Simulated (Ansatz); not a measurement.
# ZrB (sextet): wB97M-V, B2PLYP over vertical spin and charge gaps, def2-QZVPP

Aim: run ZrB (sextet) with these functionals over vertical spin and charge gaps, and hold them against the top wave-function level at the same points.

The runs use Ansatz 0.2.0, Gaussian basis; def2-QZVPP, all electrons in the functionals, frozen cores in the correlation of double hybrids and RPA.

To be run: wB97M-V, B2PLYP, at charge 0, sextet; charge 0, quartet; charge 0, octet; charge 1, quintet; charge 1, septet.

## Step 1: The system

The geometry is a PBE0/def2-TZVP stationary point (not a proven minimum). No spin-orbit coupling is included. Elements past krypton take def2 core potentials.

2 atoms, charge 0, spin multiplicity 6.

Atoms are counted from 1 here; the program's logs count them from 0.

Bond lengths: Zr1–B2 2.147 Å.

No dispersion term is added; wB97M-V holds VV10 nonlocal correlation.

The geometry shown and the zero of energy belong to the point charge 0, sextet. The yardstick, UCCSD(T), and other wave-function levels (R restricted, U unrestricted, valence and pair active spaces) come from earlier runs.

## Step 2: wB97M-V, charge 0, sextet

Contents of in.yaml:

```yaml
crystal:
  periodic: [false, false, false]
  atoms:
    - {symbol: Zr, position_ang: [0.000000, 0.000000, 0.000000]}
    - {symbol: B, position_ang: [0.000000, 0.000000, 2.147200]}
basis:
  gaussian: {orbitals: "def2-QZVPP.json"}
magnetization: {spin_polarized: true, initial_magnetization: 5}
hamiltonian: {xc: {name: wB97M-V}}
output: {orbitals: {seedname: orbitals}}
```

On the command line:

```bash
$ ansatz run in.yaml --threads 2 --pin off --events-out ev --progress --plain --max-ram 24576MiB --backend cuda --devices 0, --max-vram 18GiB
```

Log (excerpt; [...] marks lines left out):

```text
Functional definition: wB97M-V
  name "wB97M-V"
  cite "Mardirossian & Head-Gordon, J. Chem. Phys. 144, 214110 (2016) doi:10.1063/1.4952647"
  cite "Becke, J. Chem. Phys. 107, 8554 (1997) doi:10.1063/1.475007"
  cite "Vydrov & Van Voorhis, J. Chem. Phys. 133, 244103 (2010) doi:10.1063/1.3521275"
  # Of w^i u^j: cxij and so on, Table III.
[...]
  gx(w, u) = 1 - cx + cx01*u + cx10*w
  gss(w, u) = css00 + css04*u^4 + css10*w + css20*w^2 + css43*w^4*u^3
  gos(w, u) = cos00 + cos10*w + (cos20 + cos21*u)*w^2 + (cos60 + cos61*u)*w^6
[...]
      + integral(e_c_pw_mod_opposite_spin*gos(b97_w_opposite, b97_u_opposite)) + vv10(b, c)
583 factors; their error is unknown
171 factors; integrals over basis functions are off by at most 5.3e-5 eV
[...]
mean field -1947.26719983 eV, -71.5607496886 hartree, gradient 4.0e-5 eV, S^2 8.753762; 2 other end points of the search recorded, 0 dependent functions left out
reference -1947.26723877 eV, -71.5607511197 hartree; 11, 6 occupied and 127, 132 virtual orbitals, 583 factors
Total energy: -1947.26723877 eV, -71.5607511197 hartree
```

Wall time 12 s (1 × H100 (card shared with other runs) with 2 threads of AMD EPYC 7R13, shared host); peak host memory 0.94 GiB.

From the report: ⟨S²⟩ of the determinant 8.754 (pure sextet: 8.75).

## Step 3: wB97M-V, charge 0, quartet

Changes to in.yaml since step 2:

```diff
@@ -7,3 +7,3 @@
   gaussian: {orbitals: "def2-QZVPP.json"}
-magnetization: {spin_polarized: true, initial_magnetization: 5}
+magnetization: {spin_polarized: true, initial_magnetization: 3}
 hamiltonian: {xc: {name: wB97M-V}}
```

Same command.

Log (excerpt; [...] marks lines left out):

```text
Functional definition: wB97M-V
  name "wB97M-V"
  cite "Mardirossian & Head-Gordon, J. Chem. Phys. 144, 214110 (2016) doi:10.1063/1.4952647"
  cite "Becke, J. Chem. Phys. 107, 8554 (1997) doi:10.1063/1.475007"
  cite "Vydrov & Van Voorhis, J. Chem. Phys. 133, 244103 (2010) doi:10.1063/1.3521275"
  # Of w^i u^j: cxij and so on, Table III.
[...]
  gx(w, u) = 1 - cx + cx01*u + cx10*w
  gss(w, u) = css00 + css04*u^4 + css10*w + css20*w^2 + css43*w^4*u^3
  gos(w, u) = cos00 + cos10*w + (cos20 + cos21*u)*w^2 + (cos60 + cos61*u)*w^6
[...]
      + integral(e_c_pw_mod_opposite_spin*gos(b97_w_opposite, b97_u_opposite)) + vv10(b, c)
583 factors; their error is unknown
171 factors; integrals over basis functions are off by at most 5.3e-5 eV
[...]
mean field -1947.14791209 eV, -71.5563659451 hartree, gradient 1.9e-5 eV, S^2 4.199953; 14 other end points of the search recorded, 0 dependent functions left out
reference -1947.14795061 eV, -71.5563673605 hartree; 10, 7 occupied and 128, 131 virtual orbitals, 583 factors
Total energy: -1947.14795061 eV, -71.5563673605 hartree
```

It took 50 s on 1 × H100 (card shared with other runs) with 2 threads of AMD EPYC 7R13, shared host; peak host memory 0.94 GiB.

From the report: ⟨S²⟩ of the determinant 4.200 (pure quartet: 3.75).

From charge 0, sextet: +0.119 eV.

## Step 4: wB97M-V, charge 0, octet

Changes to in.yaml since step 3:

```diff
@@ -7,3 +7,3 @@
   gaussian: {orbitals: "def2-QZVPP.json"}
-magnetization: {spin_polarized: true, initial_magnetization: 3}
+magnetization: {spin_polarized: true, initial_magnetization: 7}
 hamiltonian: {xc: {name: wB97M-V}}
```

Same command.

Log (excerpt; [...] marks lines left out):

```text
Functional definition: wB97M-V
  name "wB97M-V"
  cite "Mardirossian & Head-Gordon, J. Chem. Phys. 144, 214110 (2016) doi:10.1063/1.4952647"
  cite "Becke, J. Chem. Phys. 107, 8554 (1997) doi:10.1063/1.475007"
  cite "Vydrov & Van Voorhis, J. Chem. Phys. 133, 244103 (2010) doi:10.1063/1.3521275"
  # Of w^i u^j: cxij and so on, Table III.
[...]
  gx(w, u) = 1 - cx + cx01*u + cx10*w
  gss(w, u) = css00 + css04*u^4 + css10*w + css20*w^2 + css43*w^4*u^3
  gos(w, u) = cos00 + cos10*w + (cos20 + cos21*u)*w^2 + (cos60 + cos61*u)*w^6
[...]
      + integral(e_c_pw_mod_opposite_spin*gos(b97_w_opposite, b97_u_opposite)) + vv10(b, c)
583 factors; their error is unknown
171 factors; integrals over basis functions are off by at most 5.3e-5 eV
[...]
mean field -1942.73410060 eV, -71.3941613645 hartree, gradient 4.9e-6 eV, S^2 15.751423; 8 other end points of the search recorded, 0 dependent functions left out
reference -1942.73413858 eV, -71.3941627602 hartree; 12, 5 occupied and 126, 133 virtual orbitals, 583 factors
Total energy: -1942.73413858 eV, -71.3941627602 hartree
```

Run time: 20 s. Hardware: 1 × H100 (card shared with other runs) with 2 threads of AMD EPYC 7R13, shared host; peak host memory 0.95 GiB.

From the report: ⟨S²⟩ of the determinant 15.751 (pure octet: 15.75).

From charge 0, sextet: +4.533 eV.

## Step 5: wB97M-V, charge 1, quintet

Changes to in.yaml since step 4:

```diff
@@ -7,3 +7,4 @@
   gaussian: {orbitals: "def2-QZVPP.json"}
-magnetization: {spin_polarized: true, initial_magnetization: 7}
+total_charge: 1
+magnetization: {spin_polarized: true, initial_magnetization: 4}
 hamiltonian: {xc: {name: wB97M-V}}
```

The command is unchanged.

Log (excerpt; [...] marks lines left out):

```text
Functional definition: wB97M-V
  name "wB97M-V"
  cite "Mardirossian & Head-Gordon, J. Chem. Phys. 144, 214110 (2016) doi:10.1063/1.4952647"
  cite "Becke, J. Chem. Phys. 107, 8554 (1997) doi:10.1063/1.475007"
  cite "Vydrov & Van Voorhis, J. Chem. Phys. 133, 244103 (2010) doi:10.1063/1.3521275"
  # Of w^i u^j: cxij and so on, Table III.
[...]
  gx(w, u) = 1 - cx + cx01*u + cx10*w
  gss(w, u) = css00 + css04*u^4 + css10*w + css20*w^2 + css43*w^4*u^3
  gos(w, u) = cos00 + cos10*w + (cos20 + cos21*u)*w^2 + (cos60 + cos61*u)*w^6
[...]
      + integral(e_c_pw_mod_opposite_spin*gos(b97_w_opposite, b97_u_opposite)) + vv10(b, c)
583 factors; their error is unknown
171 factors; integrals over basis functions are off by at most 5.3e-5 eV
[...]
mean field -1940.89162162 eV, -71.3264515109 hartree, gradient 7.9e-6 eV, S^2 6.005784; 4 other end points of the search recorded, 0 dependent functions left out
reference -1940.89166678 eV, -71.3264531705 hartree; 10, 6 occupied and 128, 132 virtual orbitals, 583 factors
Total energy: -1940.89166678 eV, -71.3264531705 hartree
```

Wall time 14 s (1 × H100 (card shared with other runs) with 2 threads of AMD EPYC 7R13, shared host); peak host memory 0.95 GiB.

From the report: ⟨S²⟩ of the determinant 6.006 (pure quintet: 6.00).

From charge 0, sextet: +6.376 eV.

## Step 6: wB97M-V, charge 1, septet

Changes to in.yaml since step 5:

```diff
@@ -8,3 +8,3 @@
 total_charge: 1
-magnetization: {spin_polarized: true, initial_magnetization: 4}
+magnetization: {spin_polarized: true, initial_magnetization: 6}
 hamiltonian: {xc: {name: wB97M-V}}
```

Same command.

Log (excerpt; [...] marks lines left out):

```text
Functional definition: wB97M-V
  name "wB97M-V"
  cite "Mardirossian & Head-Gordon, J. Chem. Phys. 144, 214110 (2016) doi:10.1063/1.4952647"
  cite "Becke, J. Chem. Phys. 107, 8554 (1997) doi:10.1063/1.475007"
  cite "Vydrov & Van Voorhis, J. Chem. Phys. 133, 244103 (2010) doi:10.1063/1.3521275"
  # Of w^i u^j: cxij and so on, Table III.
[...]
  gx(w, u) = 1 - cx + cx01*u + cx10*w
  gss(w, u) = css00 + css04*u^4 + css10*w + css20*w^2 + css43*w^4*u^3
  gos(w, u) = cos00 + cos10*w + (cos20 + cos21*u)*w^2 + (cos60 + cos61*u)*w^6
[...]
      + integral(e_c_pw_mod_opposite_spin*gos(b97_w_opposite, b97_u_opposite)) + vv10(b, c)
583 factors; their error is unknown
171 factors; integrals over basis functions are off by at most 5.3e-5 eV
[...]
mean field -1936.83809890 eV, -71.1774872986 hartree, gradient 6.9e-6 eV, S^2 12.000964; 4 other end points of the search recorded, 0 dependent functions left out
reference -1936.83814206 eV, -71.1774888847 hartree; 11, 5 occupied and 127, 133 virtual orbitals, 583 factors
Total energy: -1936.83814206 eV, -71.1774888847 hartree
```

Wall time 16 s (1 × H100 (card shared with other runs) with 2 threads of AMD EPYC 7R13, shared host); peak host memory 0.95 GiB.

From the report: ⟨S²⟩ of the determinant 12.001 (pure septet: 12.00).

From charge 0, sextet: +10.429 eV.

## Step 7: B2PLYP, charge 0, sextet

Contents of in.yaml:

```yaml
crystal:
  periodic: [false, false, false]
  atoms:
    - {symbol: Zr, position_ang: [0.000000, 0.000000, 0.000000]}
    - {symbol: B, position_ang: [0.000000, 0.000000, 2.147200]}
basis:
  gaussian: {orbitals: "def2-QZVPP.json"}
magnetization: {spin_polarized: true, initial_magnetization: 5}
hamiltonian: {xc: {name: B2PLYP}}
correlation: {electrons: outside_noble_gas}
```

Launched as before.

Log (excerpt; [...] marks lines left out):

```text
Functional definition: B2PLYP
  name "B2PLYP"
  cite "Grimme, J. Chem. Phys. 124, 034108 (2006) doi:10.1063/1.2148954"
  cite "Becke, Phys. Rev. A 38, 3098 (1988) doi:10.1103/PhysRevA.38.3098"
  cite "Lee, Yang & Parr, Phys. Rev. B 37, 785 (1988) doi:10.1103/PhysRevB.37.785"
[...]
859 factors; integrals over basis functions are off by at most 9.1e-4 eV
[...]
mean field -1943.75759298 eV, -71.4317740156 hartree, gradient 4.6e-6 eV, S^2 8.755217; 6 other end points of the search recorded, 0 dependent functions left out
5 core orbitals not correlated: weight in the atoms' cores, before any rotation towards them, 0.997 or more for the frozen orbitals, at most 0.001 for the correlated occupied ones
reference -1943.75770553 eV, -71.4317781519 hartree; 6, 1 occupied and 127, 132 virtual orbitals, 859 factors
second order -4.72201468 eV of doubles, -0.00000000 eV of singles
Total energy: -1945.03264949 eV, -71.4786314784 hartree
```

It took 8.5 s on 1 × H100 (card shared with other runs) with 2 threads of AMD EPYC 7R13, shared host; peak host memory 0.84 GiB.

From the report: ⟨S²⟩ of the determinant 8.755 (pure sextet: 8.75).

## Step 8: B2PLYP, charge 0, quartet

Changes to in.yaml since step 7:

```diff
@@ -7,3 +7,3 @@
   gaussian: {orbitals: "def2-QZVPP.json"}
-magnetization: {spin_polarized: true, initial_magnetization: 5}
+magnetization: {spin_polarized: true, initial_magnetization: 3}
 hamiltonian: {xc: {name: B2PLYP}}
```

The command is unchanged.

Log (excerpt; [...] marks lines left out):

```text
Functional definition: B2PLYP
  name "B2PLYP"
  cite "Grimme, J. Chem. Phys. 124, 034108 (2006) doi:10.1063/1.2148954"
  cite "Becke, Phys. Rev. A 38, 3098 (1988) doi:10.1103/PhysRevA.38.3098"
  cite "Lee, Yang & Parr, Phys. Rev. B 37, 785 (1988) doi:10.1103/PhysRevB.37.785"
[...]
859 factors; integrals over basis functions are off by at most 9.1e-4 eV
[...]
mean field -1943.41551827 eV, -71.4192030020 hartree, gradient 2.5e-6 eV, S^2 4.520996; 25 other end points of the search recorded, 0 dependent functions left out
5 core orbitals not correlated: weight in the atoms' cores, before any rotation towards them, 0.998 or more for the frozen orbitals, at most 0.001 for the correlated occupied ones
reference -1943.41562807 eV, -71.4192070370 hartree; 5, 2 occupied and 128, 131 virtual orbitals, 859 factors
second order -5.28367125 eV of doubles, -0.00000000 eV of singles
Total energy: -1944.84221930 eV, -71.4716332980 hartree
```

It took 61 s on 1 × H100 (card shared with other runs) with 2 threads of AMD EPYC 7R13, shared host; peak host memory 0.86 GiB.

From the report: ⟨S²⟩ of the determinant 4.521 (pure quartet: 3.75). The determinant is far from a pure spin state, so its energy mixes those of several spin states (harmless only where they are near-degenerate, as at dissociation).

From charge 0, sextet: +0.190 eV.

## Step 9: B2PLYP, charge 0, octet

Changes to in.yaml since step 8:

```diff
@@ -7,3 +7,3 @@
   gaussian: {orbitals: "def2-QZVPP.json"}
-magnetization: {spin_polarized: true, initial_magnetization: 3}
+magnetization: {spin_polarized: true, initial_magnetization: 7}
 hamiltonian: {xc: {name: B2PLYP}}
```

The command is unchanged.

Log (excerpt; [...] marks lines left out):

```text
Functional definition: B2PLYP
  name "B2PLYP"
  cite "Grimme, J. Chem. Phys. 124, 034108 (2006) doi:10.1063/1.2148954"
  cite "Becke, Phys. Rev. A 38, 3098 (1988) doi:10.1103/PhysRevA.38.3098"
  cite "Lee, Yang & Parr, Phys. Rev. B 37, 785 (1988) doi:10.1103/PhysRevB.37.785"
[...]
859 factors; integrals over basis functions are off by at most 9.1e-4 eV
[...]
mean field -1939.64812978 eV, -71.2807540288 hartree, gradient 2.9e-6 eV, S^2 15.751807; 9 other end points of the search recorded, 0 dependent functions left out
5 core orbitals not correlated: weight in the atoms' cores, before any rotation towards them, 0.995 or more for the frozen orbitals, at most 0.003 for the correlated occupied ones
reference -1939.64827101 eV, -71.2807592188 hartree; 7, 0 occupied and 126, 133 virtual orbitals, 859 factors
second order -2.34149196 eV of doubles, -0.00000000 eV of singles
Total energy: -1940.28047384 eV, -71.3039922443 hartree
```

Run time: 12 s. Hardware: 1 × H100 (card shared with other runs) with 2 threads of AMD EPYC 7R13, shared host; peak host memory 0.85 GiB.

From the report: ⟨S²⟩ of the determinant 15.752 (pure octet: 15.75).

From charge 0, sextet: +4.752 eV.

## Step 10: B2PLYP, charge 1, quintet

Changes to in.yaml since step 9:

```diff
@@ -7,3 +7,4 @@
   gaussian: {orbitals: "def2-QZVPP.json"}
-magnetization: {spin_polarized: true, initial_magnetization: 7}
+total_charge: 1
+magnetization: {spin_polarized: true, initial_magnetization: 4}
 hamiltonian: {xc: {name: B2PLYP}}
```

Launched as before.

Log (excerpt; [...] marks lines left out):

```text
Functional definition: B2PLYP
  name "B2PLYP"
  cite "Grimme, J. Chem. Phys. 124, 034108 (2006) doi:10.1063/1.2148954"
  cite "Becke, Phys. Rev. A 38, 3098 (1988) doi:10.1103/PhysRevA.38.3098"
  cite "Lee, Yang & Parr, Phys. Rev. B 37, 785 (1988) doi:10.1103/PhysRevB.37.785"
[...]
859 factors; integrals over basis functions are off by at most 9.1e-4 eV
[...]
mean field -1937.47381253 eV, -71.2008493436 hartree, gradient 1.7e-6 eV, S^2 6.006698; 8 other end points of the search recorded, 0 dependent functions left out
5 core orbitals not correlated: weight in the atoms' cores, before any rotation towards them, 0.997 or more for the frozen orbitals, at most 0.001 for the correlated occupied ones
reference -1937.47394217 eV, -71.2008541079 hartree; 5, 1 occupied and 128, 132 virtual orbitals, 859 factors
second order -4.05363327 eV of doubles, -0.00000000 eV of singles
Total energy: -1938.56842316 eV, -71.2410755422 hartree
```

It took 6 s on 1 × H100 (card shared with other runs) with 2 threads of AMD EPYC 7R13, shared host; peak host memory 0.85 GiB.

From the report: ⟨S²⟩ of the determinant 6.007 (pure quintet: 6.00).

From charge 0, sextet: +6.464 eV.

## Step 11: B2PLYP, charge 1, septet

Changes to in.yaml since step 10:

```diff
@@ -8,3 +8,3 @@
 total_charge: 1
-magnetization: {spin_polarized: true, initial_magnetization: 4}
+magnetization: {spin_polarized: true, initial_magnetization: 6}
 hamiltonian: {xc: {name: B2PLYP}}
```

Same command.

Log (excerpt; [...] marks lines left out):

```text
Functional definition: B2PLYP
  name "B2PLYP"
  cite "Grimme, J. Chem. Phys. 124, 034108 (2006) doi:10.1063/1.2148954"
  cite "Becke, Phys. Rev. A 38, 3098 (1988) doi:10.1103/PhysRevA.38.3098"
  cite "Lee, Yang & Parr, Phys. Rev. B 37, 785 (1988) doi:10.1103/PhysRevB.37.785"
[...]
859 factors; integrals over basis functions are off by at most 9.1e-4 eV
[...]
mean field -1933.97682279 eV, -71.0723373409 hartree, gradient 2.2e-6 eV, S^2 12.001734; 6 other end points of the search recorded, 0 dependent functions left out
5 core orbitals not correlated: weight in the atoms' cores, before any rotation towards them, 0.996 or more for the frozen orbitals, at most 0.003 for the correlated occupied ones
reference -1933.97696497 eV, -71.0723425659 hartree; 6, 0 occupied and 127, 133 virtual orbitals, 859 factors
second order -2.08302589 eV of doubles, -0.00000000 eV of singles
Total energy: -1934.53938196 eV, -71.0930110091 hartree
```

Run time: 8 s. Hardware: 1 × H100 (card shared with other runs) with 2 threads of AMD EPYC 7R13, shared host; peak host memory 0.85 GiB.

From the report: ⟨S²⟩ of the determinant 12.002 (pure septet: 12.00).

From charge 0, sextet: +10.493 eV.

## Step 12: Against the wave-function levels

No level is safe as a reference over these points; UCCSD(T) serves as a yardstick only. It comes from earlier runs at the same points. Energies in eV, counted from charge 0, sextet; blanks weren't run or aren't comparable.

| level | sextet to quartet | sextet to octet | ionisation to the quintet cation | ionisation to the septet cation |
| --- | --- | --- | --- | --- |
| UCCSD(T) | 0.210 | 4.421 | 6.411 | 10.248 |
| wB97M-V | 0.119 | 4.533 | 6.376 | 10.429 |
| B2PLYP | 0.190 | 4.752 | 6.464 | 10.493 |

Largest miss and mean time a point (UCCSD(T) took 54 s a point; shared hosts):

| level | largest miss (eV) | where | time a point |
| --- | --- | --- | --- |
| wB97M-V | +0.181 | ionisation to the septet cation | 22 s |
| B2PLYP | +0.331 | sextet to octet | 19 s |

## Step 13: Summary of results

| quantity | value |
| --- | --- |
| sextet to quartet, UCCSD(T) | 0.210 eV |
| sextet to octet, UCCSD(T) | 4.421 eV |
| ionisation to the quintet cation, UCCSD(T) | 6.411 eV |
| ionisation to the septet cation, UCCSD(T) | 10.248 eV |
| largest miss, wB97M-V | +0.181 eV (ionisation to the septet cation) |
| largest miss, B2PLYP | +0.331 eV (sextet to octet) |

Of the functionals, wB97M-V keep the smallest largest miss at the points compared (at most 0.181 eV) and B2PLYP strays most (0.331 eV, at sextet to octet). wB97M-V, B2PLYP clearly break the spin symmetry at some points (⟨S²⟩ up to 0.77 above the pure value), so energy there is bought with a mixed spin. Functionals and the yardstick converge differently with the basis, so part of each miss in def2-QZVPP is the basis. The yardstick itself may be off where one determinant is a poor start.
